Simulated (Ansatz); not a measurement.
# CH₇NOSi₂: small, medium and large basis sets

One table from this session's results is given with a row withheld; the runs are named, their logs left out.

Method: one geometry, several basis sets; program: Ansatz 0.2.0, Gaussian basis.

Plan: PBE0-D4/def2-SVP; ωB97M-V/def2-SVP; PBE0-D4/def2-QZVPP; ωB97M-V/def2-QZVPP; the functionals' def2-TZVPP values are taken from earlier runs.

### The geometry

All runs share one geometry, relaxed beforehand with PBE0-D4 in a triple-zeta def2 set.

SMILES `N[SiH2]C1O[SiH2]1`, 12 atoms, charge 0, spin multiplicity 1.

Atoms are counted from 1 here; the program's logs count them from 0.

Bond lengths: N1–Si2 1.717 Å, N1–H6 1.008 Å, N1–H7 1.007 Å, Si2–C3 1.867 Å, Si2–H8 1.488 Å, Si2–H9 1.487 Å, C3–O4 1.502 Å, C3–Si5 1.811 Å, C3–H10 1.092 Å, O4–Si5 1.659 Å, Si5–H11 1.478 Å, Si5–H12 1.479 Å. Angles: Si2–N1–H6 119.3°, Si2–N1–H7 119.9°, H6–N1–H7 110.7°, N1–Si2–C3 117.1°, N1–Si2–H8 107.5°, N1–Si2–H9 107.6°, C3–Si2–H8 106.9°, C3–Si2–H9 106.3°, H8–Si2–H9 111.5°, Si2–C3–O4 113.3°, Si2–C3–Si5 122.8°, Si2–C3–H10 118.0°, O4–C3–Si5 59.2°, O4–C3–H10 111.1°, Si5–C3–H10 116.4°, C3–O4–Si5 69.7°, C3–Si5–O4 51.1°, C3–Si5–H11 122.4° and more.

Set-up of the first run:

File in.yaml:

```yaml
crystal:
  periodic: [false, false, false]
  atoms:
    - {symbol: N, position_ang: [-0.572864, -0.131134, 2.318411]}
    - {symbol: Si, position_ang: [-0.808967, -0.458766, 0.649752]}
    - {symbol: C, position_ang: [0.069794, 0.651163, -0.568097]}
    - {symbol: O, position_ang: [1.565076, 0.513340, -0.527317]}
    - {symbol: Si, position_ang: [0.980781, 0.012858, -1.996640]}
    - {symbol: H, position_ang: [0.341814, -0.261023, 2.721268]}
    - {symbol: H, position_ang: [-1.044148, 0.648532, 2.748200]}
    - {symbol: H, position_ang: [-2.265980, -0.338892, 0.372418]}
    - {symbol: H, position_ang: [-0.315540, -1.836439, 0.388343]}
    - {symbol: H, position_ang: [-0.227033, 1.701637, -0.611763]}
    - {symbol: H, position_ang: [1.063278, -1.430875, -2.302647]}
    - {symbol: H, position_ang: [1.290990, 0.874300, -3.158028]}
basis:
  gaussian: {orbitals: def2-SVP}
hamiltonian: {xc: pbe0, dispersion: d4}
output: {orbitals: {seedname: orbitals}}
```

Launch:

```bash
> ansatz run in.yaml --threads 4 --pin off --events-out ev --progress --plain --max-ram 10444MiB
```

Among the steps run: PBE0-D4 in def2-SVP; ωB97M-V in def2-SVP; PBE0-D4 in def2-QZVPP; ωB97M-V in def2-QZVPP.

One table of the session follows, with a row left open; its other results are not shown here.

```
functional       basis  HOMO (eV)
   PBE0-D4    def2-SVP      -6.87
   PBE0-D4  def2-TZVPP      -7.04
   PBE0-D4  def2-QZVPP      -7.08
   ωB97M-V    def2-SVP      -9.13
   ωB97M-V  def2-TZVPP          ?
   ωB97M-V  def2-QZVPP      -9.35
```

Estimate the missing values for ωB97M-V, def2-TZVPP.

**Answer.** HOMO (eV): -9.31. In the column «HOMO (eV)» it lies between ωB97M-V, def2-QZVPP (-9.35) and ωB97M-V, def2-SVP (-9.13).
